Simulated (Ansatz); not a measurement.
# C2H3FSi: the cost of one run

All numbers below are computed with Ansatz 0.2.0 (RKS B3LYP-D4/def2-SVP).

## Step 1: The system as given

Bond lengths: C1–C2 1.228 Å, C2–Si3 1.865 Å, Si3–F4 1.563 Å, C1–H5 1.052 Å, Si3–H6 1.486 Å, Si3–H7 1.545 Å. Angles: C1–C2–Si3 178.1°, C2–C1–H5 173.3°, C2–Si3–F4 111.1°, C2–Si3–H6 111.8°, C2–Si3–H7 109.8°, F4–Si3–H6 111.0°, F4–Si3–H7 105.8°, H6–Si3–H7 107.0°.

As a file:

```xyz
7

C    -0.3025   -1.9102   -0.6405
C    -0.1409   -0.7564   -0.2513
Si    0.1611    0.9805    0.3586
F    -0.3874    2.0362   -0.6549
H    -0.5409   -2.8573   -1.0304
H    -0.4087    1.1969    1.7136
H     1.6804    1.2422    0.4591
```

## Step 2: End point A

input.yaml

```yaml
crystal:
  periodic: [false, false, false]
  atoms:
    - { symbol: C, position_ang: [-0.3025, -1.9102, -0.6405] }
    - { symbol: C, position_ang: [-0.1409, -0.7564, -0.2513] }
    - { symbol: Si, position_ang: [0.1611, 0.9805, 0.3586] }
    - { symbol: F, position_ang: [-0.3874, 2.0362, -0.6549] }
    - { symbol: H, position_ang: [-0.5409, -2.8573, -1.0304] }
    - { symbol: H, position_ang: [-0.4087, 1.1969, 1.7136] }
    - { symbol: H, position_ang: [1.6804, 1.2422, 0.4591] }
basis:
  gaussian: { orbitals: def2-SVP }
hamiltonian:
  xc: b3lyp
  dispersion: d4
relax:
  f_tol: 0.02
  max_steps: 50
output:
  orbitals: {}
```

Command:

```
ansatz run input.yaml --threads 1 --pin off --max-ram 2048MiB --backend cpu --events-out ev --progress --plain --runs-dir out
```

What time and memory should one allow on 1 thread of Arm Neoverse V1, shared host?

About 17 s, with a peak of 0.14 GiB.
